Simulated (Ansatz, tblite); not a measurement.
# The cluster Al₁₃As₁₄H₃₄+: rung by rung

The task here is to estimate one member of a computed series from the others.

Method: as each input shows; program: Ansatz 0.2.0, Gaussian basis.

Levels to be run: GFN1-xTB, GFN2-xTB, PBE-D4/def2-TZVP, r2SCAN-D4/def2-TZVP, LDA/def2-TZVP, PBE-D4/def2-SVP, PBE0-D4/def2-SVP, MP2/def2-SVP.

1 further run of the same task is left out (set aside as unsound or not needed). Runs told in other sessions of the task aren't counted.

## The relaxed structure

The singlet was relaxed beforehand with PBE-D4/def2-SVP.

61 atoms, charge 1, spin multiplicity 1.

Bond lengths: Al1–As14 2.543 Å, Al1–As16 2.538 Å, Al1–H28 1.618 Å, Al1–H29 1.591 Å, Al2–As15 2.550 Å, Al2–As17 2.519 Å, Al2–H30 1.594 Å, Al2–H31 1.617 Å, Al3–As14 2.467 Å, Al3–As19 2.525 Å, Al3–As20 2.529 Å, Al3–H32 1.588 Å, Al4–As18 2.491 Å, Al4–As19 2.507 Å, Al4–As21 2.484 Å, Al4–H33 1.591 Å, Al5–As15 2.482 Å, Al5–As22 2.524 Å and more. Angles: As14–Al1–As16 103.7°, As14–Al1–H28 97.6°, As14–Al1–H29 113.7°, As16–Al1–H28 102.5°, As16–Al1–H29 111.6°, H28–Al1–H29 125.0°, As15–Al2–As17 99.4°, As15–Al2–H30 109.0°, As15–Al2–H31 103.5°, As17–Al2–H30 113.4°, As17–Al2–H31 105.1°, H30–Al2–H31 123.4°, As14–Al3–As19 108.3°, As14–Al3–As20 99.0°, As14–Al3–H32 122.0°, As19–Al3–As20 96.9°, As19–Al3–H32 110.8°, As20–Al3–H32 116.5° and more.

The ion is computed in the gas phase, without counter-ions or solvent.

PBE0-D4/def2-TZVP was run before; its log isn't repeated, and its numbers join the tables.

Set-up of the first run:

Tight binding, by tblite at 300 K electronic temperature and without a spin-polarisation term:

```python
tblite.interface.Calculator('GFN1-xTB', numbers, positions, charge=1, uhf=0).singlepoint()
```

Tight binding, by tblite at 300 K electronic temperature and without a spin-polarisation term:

```python
tblite.interface.Calculator('GFN2-xTB', numbers, positions, charge=1, uhf=0).singlepoint()
```

start.molden holds the orbitals of an earlier run on this state, given as this run's starting guess.

The input, in.yaml:

```yaml
crystal:
  periodic: [false, false, false]
  atoms:
    - {symbol: Al, position_ang: [-4.117569, -1.373280, 2.589896]}
    - {symbol: Al, position_ang: [-4.154448, 1.937008, -0.485787]}
    - {symbol: Al, position_ang: [-1.761414, -4.035587, 1.891605]}
    - {symbol: Al, position_ang: [1.476198, -4.061875, -1.157232]}
    - {symbol: Al, position_ang: [-1.535301, 1.983211, -3.881039]}
    - {symbol: Al, position_ang: [1.527691, -1.251069, -3.947019]}
    - {symbol: Al, position_ang: [-1.497238, -1.006694, -1.002934]}
    - {symbol: Al, position_ang: [-1.050648, 2.013924, 1.903538]}
    - {symbol: Al, position_ang: [1.434514, -1.115934, 1.731484]}
    - {symbol: Al, position_ang: [1.450751, 1.670091, -1.100382]}
    - {symbol: Al, position_ang: [-0.934594, 5.050983, -0.967135]}
    - {symbol: Al, position_ang: [4.466714, -0.886011, -0.684644]}
    - {symbol: Al, position_ang: [3.898653, 2.586259, 2.682802]}
    - {symbol: As, position_ang: [-2.901690, -2.301332, 0.557933]}
    - {symbol: As, position_ang: [-2.822675, 0.643857, -2.234839]}
    - {symbol: As, position_ang: [-2.819031, 0.732870, 3.155373]}
    - {symbol: As, position_ang: [-2.335230, 3.448530, 0.381705]}
    - {symbol: As, position_ang: [0.011077, -2.445594, -2.358793]}
    - {symbol: As, position_ang: [-0.110733, -5.225301, 0.396679]}
    - {symbol: As, position_ang: [-0.085264, -2.570795, 3.091498]}
    - {symbol: As, position_ang: [2.807895, -2.545141, 0.290149]}
    - {symbol: As, position_ang: [-0.025754, 0.354641, -5.081339]}
    - {symbol: As, position_ang: [0.048451, 3.201822, -2.415989]}
    - {symbol: As, position_ang: [2.874103, 0.118862, -2.372040]}
    - {symbol: As, position_ang: [0.010249, 0.331943, 0.390545]}
    - {symbol: As, position_ang: [2.846486, 0.302784, 3.200973]}
    - {symbol: As, position_ang: [2.881285, 3.058591, 0.402324]}
    - {symbol: H, position_ang: [-3.557615, -2.432437, 3.677464]}
    - {symbol: H, position_ang: [-5.656062, -1.061145, 2.328401]}
    - {symbol: H, position_ang: [-5.338166, 2.721167, -1.209585]}
    - {symbol: H, position_ang: [-4.392396, 0.849785, 0.686797]}
    - {symbol: H, position_ang: [-2.564204, -5.073991, 2.785165]}
    - {symbol: H, position_ang: [2.304866, -5.056382, -2.082299]}
    - {symbol: H, position_ang: [-2.394250, 2.827657, -4.920278]}
    - {symbol: H, position_ang: [2.321495, -2.209169, -4.939713]}
    - {symbol: H, position_ang: [0.108584, 2.555603, 2.873444]}
    - {symbol: H, position_ang: [-1.851878, 5.984383, -1.879892]}
    - {symbol: H, position_ang: [0.278029, 5.561557, -0.044374]}
    - {symbol: H, position_ang: [5.711769, -1.617915, -1.355298]}
    - {symbol: H, position_ang: [4.562245, 0.235396, 0.475462]}
    - {symbol: H, position_ang: [5.448962, 2.290177, 2.465701]}
    - {symbol: H, position_ang: [3.205747, 3.582355, 3.717297]}
    - {symbol: H, position_ang: [-3.904856, -3.087638, -0.279432]}
    - {symbol: H, position_ang: [-3.818685, -0.176938, -3.050018]}
    - {symbol: H, position_ang: [-3.864141, 1.786419, 3.495350]}
    - {symbol: H, position_ang: [-2.281225, 0.546561, 4.574884]}
    - {symbol: H, position_ang: [-3.084055, 4.327205, 1.384436]}
    - {symbol: H, position_ang: [-0.871335, -3.319641, -3.247585]}
    - {symbol: H, position_ang: [-0.921537, -6.207242, -0.440598]}
    - {symbol: H, position_ang: [0.663536, -6.253687, 1.214259]}
    - {symbol: H, position_ang: [0.764965, -3.404878, 4.041214]}
    - {symbol: H, position_ang: [-0.812200, -1.729399, 4.130903]}
    - {symbol: H, position_ang: [3.576306, -3.444089, 1.256306]}
    - {symbol: H, position_ang: [-0.842423, -0.465096, -6.074885]}
    - {symbol: H, position_ang: [0.793141, 1.140498, -6.099496]}
    - {symbol: H, position_ang: [1.066748, 3.814044, -3.377182]}
    - {symbol: H, position_ang: [3.707736, 1.035480, -3.264706]}
    - {symbol: H, position_ang: [2.041328, 0.406521, 4.491880]}
    - {symbol: H, position_ang: [3.919155, -0.651141, 3.713660]}
    - {symbol: H, position_ang: [2.093342, 4.364708, 0.481096]}
    - {symbol: H, position_ang: [4.004594, 3.544484, -0.505720]}
basis:
  gaussian: {orbitals: def2-TZVP, fitting: {mean_field: def2-universal-jkfit}, initial_orbitals: start.molden}
total_charge: 1
hamiltonian: {xc: pbe, dispersion: d4}
scf: {omitted_lower_state_checks: [starts]}
output: {forces: true, orbitals: {seedname: orbitals}}
```

The run is started by

```sh
$ ansatz run in.yaml --threads 11 --pin off --events-out ev --progress --plain --max-ram 174080MiB --backend cuda --devices 0, --max-vram 75GiB
```

Steps of the session up to this table: PBE-D4/def2-TZVP; r2SCAN-D4/def2-TZVP; LDA/def2-TZVP; PBE-D4/def2-SVP; PBE0-D4/def2-SVP; MP2/def2-SVP.

One of the session's tables, all rows but one given; the rest of the session is left out.

It belongs to the step «Levels side by side». 

```
              level  HOMO (eV)  LUMO (eV)  gap (eV)
      LDA/def2-TZVP      -8.55      -5.14      3.41
    PBE-D4/def2-SVP      -8.48      -4.96      3.52
   PBE-D4/def2-TZVP      -8.49      -5.00      3.49
r2SCAN-D4/def2-TZVP      -8.75      -4.88      3.87
   PBE0-D4/def2-SVP      -9.51      -4.32      5.19
  PBE0-D4/def2-TZVP          ?          ?         ?
```

Estimate the missing values for PBE0-D4/def2-TZVP.

As computed: HOMO (eV): -9.50; LUMO (eV): -4.33; gap (eV): 5.16. In the column «HOMO (eV)» it lies between PBE0-D4/def2-SVP (-9.51) and r2SCAN-D4/def2-TZVP (-8.75).
